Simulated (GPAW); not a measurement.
Crystal: ScTaN.

```xyz
6
Lattice="3.0851 0.0000 0.0000 -1.5425 2.6717 0.0000 0.0000 0.0000 10.3401" Properties=species:S:1:pos:R:3 pbc="T T T"
Ta    0.0000    1.7812    2.5399
Ta    1.5425    0.8906    7.8003
Sc    0.0000    0.0000    0.0000
Sc    0.0000    0.0000    5.1701
N     0.0000    1.7812    6.5126
N     1.5425    0.8906    3.8275
```

The cell comes from a database or a generator and needn't be the stable form of this composition.

Base run:

* Program: GPAW 26.7.0
* Functional: LDA
* Potentials or basis: the program's PAW data sets (release 1.2.1) made for this functional
* Cutoff: 600 eV
* Basis: pw
* k mesh: 8 × 8 × 2
* Occupations: fermi-dirac, width 0.05 eV
* Spin: no spin polarisation

Its results: band gap on the k mesh none (metal or under the smearing width); pressure -15.4 GPa; largest force 0.584 eV/Å.

Q: The run is repeated on the same cell with these changes: functional from LDA to PBE; potentials or basis from the program's PAW data sets (release 1.2.1) made for this functional to GPAW PAW data sets (gpaw-data 1.2.1). What comes out?

A: Band gap on the k mesh none (metal or under the smearing width); pressure -3.8 GPa; largest force 0.059 eV/Å.

Caveats: the cutoff is short for stress and forces, so pressures can be off by a GPa or more; so large a pressure means that the cell lies far from this level's equilibrium, or that cutoff or potentials fall short (some runs).
